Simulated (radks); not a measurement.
# Polarisabilities and dispersion coefficients of B, B⁺, B²⁺ and others

Aim: static dipole polarisabilities and C6 coefficients, each species in its NIST ground configuration. After each ground state the linear response is solved; its values go to the run's result record, not to the log. Response by self-consistent Sternheimer equations with the Hartree and adiabatic LDA kernel, the relativistic mass of each level held fixed and spin-orbit coupling left out.

The numbers are computed with radks (a radial shooting solver on a logarithmic mesh, Libxc functionals) version 1 (scalar-relativistic Kohn-Sham, LB94 model potential, spin-polarised, spherical densities, finite nucleus; open shells are filled with parallel spins first), except any that are marked as measured or tabulated.

## (1) What is computed

```
species : B ([He] 2s2 2p1), B⁺ ([He] 2s2), B²⁺ ([He] 2s1), B³⁺ ([He]), B⁴⁺ (1s1)
```

In the logs a row gives level, spin channel, occupation and eigenvalue; Etot, Ekin, Encl (electron-nucleus), Eh (Hartree) and Exc are energies, all in hartree; err is the last residual, it the number of iterations.

LB94 adds a gradient term to the LDA potential that gives it a −1/r tail. It is a model potential with no energy functional, so Etot and Exc are not given.

## (2) B, [He] 2s2 2p1

Input:

```text
Z 5
configuration [He] 2s2 2p1
relativity scalar-relativistic
functional lda,pw
model_potential LB94
spin polarised
nucleus finite rms 2.406 fm
c 137.035999084
response adiabatic LDA kernel
```

The program printed:

```text
1s      1   1.0000          -7.27321188
2s      1   1.0000          -0.49837277
2p      1   1.0000          -0.29580018
1s      2   1.0000          -7.28865130
2s      2   1.0000          -0.46365872
2p      2   0.0000          -0.26936412
Etot None
Ekin 24.75812319355102
Encl -57.26037392088525
Eh 11.740603487987274
Exc None
err 1.22626945615744e-10
it 14
```

The top filled level is 2p up, -8.049 eV. The response step gives α = 21.11 bohr³ (33.14 without the induced potential) and C6 = 98.70 hartree bohr⁶.

Sizes of the orbitals, from the radial functions (bohr):

| level | occupation | energy (eV) | <r> | outermost maximum (interpolated) | 90 % within | nodes |
| --- | --- | --- | --- | --- | --- | --- |
| 1s down | 1 | -198.33 | 0.3265 | 0.212 | 0.584 | 0 |
| 1s up | 1 | -197.91 | 0.3262 | 0.211 | 0.584 | 0 |
| 2s up | 1 | -13.561 | 1.939 | 1.50 | 3.10 | 1 |
| 2s down | 1 | -12.617 | 1.982 | 1.52 | 3.19 | 1 |
| 2p up | 1 | -8.049 | 2.126 | 1.48 | 3.65 | 0 |
| 2p down | 0 | -7.330 | 2.207 | 1.50 | 3.84 | 0 |

Radial density 4πr²ρ:

| r (bohr) | 4πr²ρ (e/bohr) |
| --- | --- |
| 0.0124 | 0.1239 |
| 0.0171 | 0.2242 |
| 0.0235 | 0.3985 |
| 0.0324 | 0.6916 |
| 0.0446 | 1.161 |
| 0.0615 | 1.863 |
| 0.0854 | 2.836 |
| 0.118 | 3.923 |
| 0.162 | 4.838 |
| 0.223 | 5.110 |
| 0.307 | 4.384 |
| 0.423 | 2.880 |
| 0.582 | 1.487 |
| 0.808 | 0.9997 |
| 1.11 | 1.260 |
| 1.53 | 1.460 |
| 2.11 | 1.155 |
| 2.91 | 0.5740 |
| 4.00 | 0.1629 |
| 5.51 | 0.02296 |
| 7.65 | 0.001240 |

## (3) B⁺, [He] 2s2

Settings, as their differences from step 2:

```diff
@@ -1,3 +1,3 @@
 Z 5
-configuration [He] 2s2 2p1
+configuration [He] 2s2
 relativity scalar-relativistic
```

The program printed:

```text
1s      1   1.0000          -7.81703404
2s      1   1.0000          -0.88461375
1s      2   1.0000          -7.81703404
2s      2   1.0000          -0.88461375
Etot None
Ekin 24.34166433620878
Encl -54.74395594802039
Eh 9.660096981278974
Exc None
err 4.2555477265227294e-10
it 13
```

2s is the highest filled level (-24.072 eV). The response step gives α = 10.92 bohr³ (21.28 without the induced potential) and C6 = 28.81 hartree bohr⁶.

## (4) B²⁺, [He] 2s1

Settings, as their differences from step 3:

```diff
@@ -1,3 +1,3 @@
 Z 5
-configuration [He] 2s2
+configuration [He] 2s1
 relativity scalar-relativistic
```

The program printed:

```text
1s      1   1.0000          -8.48222252
2s      1   1.0000          -1.37827599
1s      2   1.0000          -8.47148380
2s      2   0.0000          -1.52891420
Etot None
Ekin 23.33037360449286
Encl -51.086393879531975
Eh 7.599312174055109
Exc None
err 8.812107890180632e-10
it 13
```

Highest occupied level: 2s up at -37.505 eV. The response step gives α = 7.229 bohr³ (8.641 without the induced potential) and C6 = 9.217 hartree bohr⁶.

## (5) B³⁺, [He]

Settings, as their differences from step 4:

```diff
@@ -1,3 +1,3 @@
 Z 5
-configuration [He] 2s1
+configuration [He]
 relativity scalar-relativistic
```

The program printed:

```text
1s      1   1.0000          -9.24698944
1s      2   1.0000          -9.24698944
Etot None
Ekin 21.826374038281045
Encl -46.70630529552609
Eh 5.774871977782173
Exc None
err 4.591255198195499e-10
it 13
```

1s is the highest filled level (-251.62 eV). The response step gives α = 0.02018 bohr³ (0.02107 without the induced potential) and C6 = 0.002699 hartree bohr⁶.

## (6) B⁴⁺, 1s1

Settings, as their differences from step 5:

```diff
@@ -1,3 +1,3 @@
 Z 5
-configuration [He]
+configuration 1s1
 relativity scalar-relativistic
```

The program printed:

```text
1s      1   1.0000         -12.11055138
Etot None
Ekin 12.363654668950756
Encl -24.867213119933872
Eh 1.551901512162974
Exc None
err 1.6545450147111828e-10
it 12
```

Highest occupied level: 1s up at -329.54 eV. The response step gives α = 0.007459 bohr³ (0.007449 without the induced potential) and C6 = 0.0004375 hartree bohr⁶.

## (7) All runs together

| species | −ε(HOMO) (eV) | α (bohr³) | α uncoupled (bohr³) | C6 (hartree bohr⁶) | C8 (hartree bohr⁸) | recommended α (bohr³) |
| --- | --- | --- | --- | --- | --- | --- |
| B | 8.049 | 21.11 | 33.14 | 98.70 | - | 20.5 |
| B⁺ | 24.072 | 10.92 | 21.28 | 28.81 | 539.3 | - |
| B²⁺ | 37.505 | 7.229 | 8.641 | 9.217 | 81.55 | - |
| B³⁺ | 251.62 | 0.02018 | 0.02107 | 0.002699 | 0.002731 | - |
| B⁴⁺ | 329.54 | 0.007459 | 0.007449 | 0.0004375 | 0.0003458 | - |

Uncoupled leaves out the potential induced by the response; C6 and C8 are for like pairs. B is the most polarisable and B⁴⁺ the least, a factor 2830 apart. For the pair B–B⁴⁺ the Casimir-Polder integral gives C6 = 0.07394, the rule 2·Ca·Cb/(Ca·αb/αa + Cb·αa/αb) on the like-pair values 0.06785. Against the recommended values (Schwerdtfeger and Nagle, 2023 table) the misses are B +3 %. C8 is given only where no p, d or f shell is open.
